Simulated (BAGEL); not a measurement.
# CH3BBr (SMILES C[B]Br) at ROHF/aug-cc-pVDZ (density fitting with qzvpp-jkfit)

Aim: the vertical doublet–quartet gap of CH3BBr at ROHF/aug-cc-pVDZ (density fitting with qzvpp-jkfit), from 2 runs. 

The results are computed with BAGEL 1.2.2.

5 further runs of the same task are left out: 3 that didn't finish, 2 set aside as unsound or not needed. Runs told in other sessions of the task aren't counted.

## Step 1: The molecule

CH3BBr has 6 atoms, charge 0, and is taken as a doublet. As SMILES, `C[B]Br`. Geometry: relaxed at PBE0-D4/def2-TZVP.

Bond lengths: C1–B2 1.542 Å, B2–Br3 1.890 Å, C1–H4 1.099 Å, C1–H5 1.094 Å, C1–H6 1.092 Å. Angles: C1–B2–Br3 126.3°, B2–C1–H4 106.3°, B2–C1–H5 113.4°, B2–C1–H6 112.9°, H4–C1–H5 107.2°, H4–C1–H6 106.6°, H5–C1–H6 109.9°.

## Step 2: The energy at ROHF/aug-cc-pVDZ (density fitting with qzvpp-jkfit)

Input file input.json:

```json
{ "bagel" : [

{
  "title" : "molecule",
  "basis" : "aug-cc-pvdz.json",
  "df_basis" : "qzvpp-jkfit",
  "angstrom" : true,
  "geometry" : [
    { "atom" : "C", "xyz" : [      -0.320400,       0.337300,      -0.311000 ] },
    { "atom" : "B", "xyz" : [       0.157600,      -1.056200,       0.144200 ] },
    { "atom" : "Br", "xyz" : [       1.616800,      -1.419300,       1.288500 ] },
    { "atom" : "H", "xyz" : [      -1.026400,       0.687700,       0.455600 ] },
    { "atom" : "H", "xyz" : [       0.485000,       1.076000,      -0.369800 ] },
    { "atom" : "H", "xyz" : [      -0.870300,       0.310400,      -1.253600 ] }
  ]
},

{ "title" : "rohf", "nopen" : 1 },

{ "title" : "print", "file" : "orbitals.molden", "orbitals" : true }

]}
```

The basis set aug-cc-pVDZ is read from a file made from the Basis Set Exchange's data (not shown).

On the command line:

```sh
BAGEL_NUM_THREADS=1 BAGEL input.json > input.out
```

Output:

```text
* using 1 threads per process

  ===============================================================
  ===============================================================

  *** Geometry ***

  { "atom" : "C", "xyz" : [     -0.605468,      0.637405,     -0.587705 ] },
  { "atom" : "B", "xyz" : [      0.297821,     -1.995929,      0.272499 ] },
  { "atom" : "Br", "xyz" : [      3.055309,     -2.682088,      2.434912 ] },
  { "atom" : "H", "xyz" : [     -1.939615,      1.299565,      0.860959 ] },
  { "atom" : "H", "xyz" : [      0.916517,      2.033345,     -0.698821 ] },
  { "atom" : "H", "xyz" : [     -1.644629,      0.586571,     -2.368961 ] },

  Number of auxiliary basis functions:      470

  Since a DF basis is specified, we compute 2- and 3-index integrals:
    o Being stored without compression. Storage requirement is 0.045 GB

  Number of basis functions:      109
  Number of electrons      :       49

    * METHOD: MOLECULE                             0.28

  *** Open-shell HF ***

  === Nuclear Repulsion ===
   124.5696060748

      * DIIS with orbital gradients will be used.

  === ROHF iteration (aug-cc-pvdz.json) ===
      0      -2636.40536808          0.03947190           0.20
      1      -2636.61194765          0.02192532           0.19
      2      -2636.65892023          0.00951737           0.19
      3      -2636.67174671          0.00160479           0.18
      4      -2636.67307370          0.00049977           0.18
      5      -2636.67333274          0.00016802           0.19
      6      -2636.67338658          0.00004535           0.19
      7      -2636.67340802          0.00001773           0.20
      8      -2636.67341306          0.00000894           0.20
      9      -2636.67341437          0.00000511           0.21
     10      -2636.67341516          0.00000356           0.20
     11      -2636.67341519          0.00000217           0.20
     12      -2636.67341525          0.00000106           0.20
     13      -2636.67341518          0.00000034           0.20
     14      -2636.67341520          0.00000012           0.20
     15      -2636.67341521          0.00000004           0.19
     16      -2636.67341521          0.00000002           0.18
     17      -2636.67341521          0.00000001           0.19
    * SCF iteration converged.

    * S^2 (ROHF) is 0.7500

    * Permanent dipole moment:
           (    0.332652,    -0.472756,     0.266508) a.u.

    * METHOD: ROHF                                 3.79

    * METHOD: PRINT                                0.03

  ===============================================================
```

It took 4.5 s on 1 thread of Arm Neoverse V1, shared host; peak memory 0.15 GiB.

## Step 3: The quartet at the same level

Input file input.json:

```json
{ "bagel": [

{
  "title": "molecule",
  "basis": "aug-cc-pvdz.json",
  "df_basis": "qzvpp-jkfit",
  "angstrom": true,
  "geometry": [
    { "atom": "C", "xyz": [      -0.320400,       0.337300,      -0.311000 ] },
    { "atom": "B", "xyz": [       0.157600,      -1.056200,       0.144200 ] },
    { "atom": "Br", "xyz": [       1.616800,      -1.419300,       1.288500 ] },
    { "atom": "H", "xyz": [      -1.026400,       0.687700,       0.455600 ] },
    { "atom": "H", "xyz": [       0.485000,       1.076000,      -0.369800 ] },
    { "atom": "H", "xyz": [      -0.870300,       0.310400,      -1.253600 ] }
  ]
},

{
  "title": "rohf",
  "nopen": 3
},

{
  "title": "print",
  "file": "orbitals.molden",
  "orbitals": true
}

]}
```

The basis set aug-cc-pVDZ is read from a file made from the Basis Set Exchange's data (not shown).

On the command line:

```sh
BAGEL_NUM_THREADS=1 BAGEL input.json > input.out
```

Output:

```text
* using 1 threads per process

  ===============================================================
  ===============================================================

  *** Geometry ***

  { "atom" : "C", "xyz" : [     -0.605468,      0.637405,     -0.587705 ] },
  { "atom" : "B", "xyz" : [      0.297821,     -1.995929,      0.272499 ] },
  { "atom" : "Br", "xyz" : [      3.055309,     -2.682088,      2.434912 ] },
  { "atom" : "H", "xyz" : [     -1.939615,      1.299565,      0.860959 ] },
  { "atom" : "H", "xyz" : [      0.916517,      2.033345,     -0.698821 ] },
  { "atom" : "H", "xyz" : [     -1.644629,      0.586571,     -2.368961 ] },

  Number of auxiliary basis functions:      470

  Since a DF basis is specified, we compute 2- and 3-index integrals:
    o Being stored without compression. Storage requirement is 0.045 GB

  Number of basis functions:      109
  Number of electrons      :       49

    * METHOD: MOLECULE                             0.29

  *** Open-shell HF ***

  === Nuclear Repulsion ===
   124.5696060748

      * DIIS with orbital gradients will be used.

  === ROHF iteration (aug-cc-pvdz.json) ===
      0      -2636.07754271          0.04815971           0.23
      1      -2636.28475876          0.03808266           0.22
      2      -2636.39794616          0.02273278           0.22
      3      -2636.47194819          0.00256190           0.22
      4      -2636.47699724          0.00124775           0.22
      5      -2636.47877410          0.00069183           0.22
      6      -2636.47948720          0.00041305           0.21
      7      -2636.47977827          0.00028011           0.22
      8      -2636.47997251          0.00018068           0.22
      9      -2636.48008105          0.00008240           0.22
     10      -2636.48010822          0.00004438           0.22
     11      -2636.48011492          0.00002297           0.22
     12      -2636.48011778          0.00001350           0.21
     13      -2636.48011895          0.00001194           0.21
     14      -2636.48011928          0.00001165           0.22
     15      -2636.48011950          0.00001157           0.22
     16      -2636.48012014          0.00001138           0.22
     17      -2636.48012168          0.00001079           0.22
     18      -2636.48012405          0.00001006           0.22
     19      -2636.48012605          0.00000955           0.21
     20      -2636.48013209          0.00001155           0.22
     21      -2636.48013160          0.00000957           0.21
     22      -2636.48013625          0.00001096           0.22
     23      -2636.48013569          0.00000924           0.22
     24      -2636.48013966          0.00000958           0.22
     25      -2636.48014016          0.00000731           0.22
     26      -2636.48014376          0.00001370           0.22
     27      -2636.48014767          0.00000501           0.21
     28      -2636.48014889          0.00000855           0.21
     29      -2636.48014966          0.00000451           0.22
     30      -2636.48015032          0.00000484           0.23
     31      -2636.48015099          0.00000407           0.22
     32      -2636.48015140          0.00000400           0.22
     33      -2636.48015178          0.00000331           0.22
     34      -2636.48015194          0.00000177           0.23
     35      -2636.48015203          0.00000134           0.22
     36      -2636.48015212          0.00000116           0.22
     37      -2636.48015215          0.00000076           0.22
     38      -2636.48015218          0.00000062           0.22
     39      -2636.48015217          0.00000059           0.23
     40      -2636.48015220          0.00000065           0.23
     41      -2636.48015222          0.00000060           0.22
     42      -2636.48015223          0.00000051           0.22
     43      -2636.48015225          0.00000069           0.23
     44      -2636.48015225          0.00000043           0.22
     45      -2636.48015226          0.00000037           0.22
     46      -2636.48015226          0.00000028           0.22
     47      -2636.48015226          0.00000015           0.23
     48      -2636.48015226          0.00000012           0.23
     49      -2636.48015226          0.00000009           0.22
     50      -2636.48015226          0.00000005           0.22
     51      -2636.48015226          0.00000010           0.22
     52      -2636.48015226          0.00000004           0.22
     53      -2636.48015226          0.00000005           0.22
     54      -2636.48015226          0.00000008           0.22
     55      -2636.48015226          0.00000002           0.23
     56      -2636.48015226          0.00000000           0.23
    * SCF iteration converged.

    * S^2 (ROHF) is 3.7500

    * Permanent dipole moment:
           (   -0.954182,     0.037177,    -0.785707) a.u.

    * METHOD: ROHF                                12.89

    * METHOD: PRINT                                0.03

  ===============================================================
```

Wall time 14 s (1 thread of Arm Neoverse V1, shared host); peak memory 0.15 GiB.

## Step 4: Outcome

Level: ROHF/aug-cc-pVDZ (density fitting with qzvpp-jkfit).

| quantity | value |
| --- | --- |
| doublet: total energy | -2636.67342 Eh |
| doublet: dipole moment | 1.62 D |
| doublet: ⟨S²⟩ | 0.750 |
| quartet: total energy | -2636.48015 Eh |
| quartet: dipole moment | 3.14 D |
| quartet: ⟨S²⟩ | 3.750 |
| vertical energy of the quartet above the doublet | 5.259 eV |

In words: At this shape the quartet lies 5.26 eV (507 kJ/mol) above the doublet.
